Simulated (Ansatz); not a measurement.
**W3N4: a single-point run**

Aim: the field gradients at the nuclei of W3N4, from a sound single-point run.

Method: DFT, PBE, plane-wave PAW, default files, scalar-relativistic, in Ansatz 0.2.0.

1 further run of the same task is left out (it didn't finish).

### 1 The starting structure

Symmetry: Pm-3m, No. 221, cubic system. Conventional cell: a = 4.122 Å, b = 4.122 Å, c = 4.122 Å, α = 90.00°, β = 90.00°, γ = 90.00°. W (site symmetry 4/mmm) has 6 N at 2.06 Å as nearest neighbours. N (site symmetry m-3m) is surrounded by 6 W at 2.06 Å. Around N (site symmetry 4/mmm) lie 4 W at 2.06 Å.

As a file:

```
CELL_PARAMETERS angstrom
4.12200 0.00000 0.00000
0.00000 4.12200 0.00000
0.00000 0.00000 4.12200
ATOMIC_POSITIONS crystal
W 0.50000 0.50000 0.00000
W 0.00000 0.50000 0.50000
W 0.50000 0.00000 0.50000
N 0.50000 0.50000 0.50000
N 0.50000 0.00000 0.00000
N 0.00000 0.50000 0.00000
N 0.00000 0.00000 0.50000
```

### 2 Input and run

input.yaml

```yaml
crystal:
  lattice:
    - [4.122, 0.0, 0.0]
    - [0.0, 4.122, 0.0]
    - [0.0, 0.0, 4.122]
  atoms:
    - { symbol: W, position: [0.5, 0.5, 0.0], spin: 2.0 }
    - { symbol: W, position: [0.0, 0.5, 0.5], spin: 2.0 }
    - { symbol: W, position: [0.5, 0.0, 0.5], spin: 2.0 }
    - { symbol: "N", position: [0.5, 0.5, 0.5] }
    - { symbol: "N", position: [0.5, 0.0, 0.0] }
    - { symbol: "N", position: [0.0, 0.5, 0.0] }
    - { symbol: "N", position: [0.0, 0.0, 0.5] }
magnetization:
  spin_polarized: true
kpoints:
  mp_grid: { grid: [11, 11, 11] }
scf:
  occupations: { method: fermi_dirac, width: 0.05 }
  convergence: { dr2_threshold: 1.0e-16 }
  max_iter: 50
hamiltonian:
  xc: pbe
  pseudopotentials: { kind: paw }
output:
  forces: true
  stress: true
  populations: true
  efg:
    quadrupole_moments_barn: { "N": 0.02044 }
    contact_densities: true
```

The run is started by

```
$ ansatz run input.yaml --threads 1 --pin off --max-ram 3072MiB --backend cpu --events-out ev --progress --plain --runs-dir out
```

What happens when this is run?

The run converged and reported no error, with warnings (gradients without spin orbit, seeded moment not kept). It gives a pressure of 27 GPa, which is large; a structure far from rest gives such values too, whatever the setting.

The suspect setting: scf.convergence.dr2_threshold is 1.0e-16. What could go wrong: threshold needlessly tight. Once met, so tight a threshold does no harm; it costs cycles.

To check: delete scf.convergence.dr2_threshold (the default then holds).
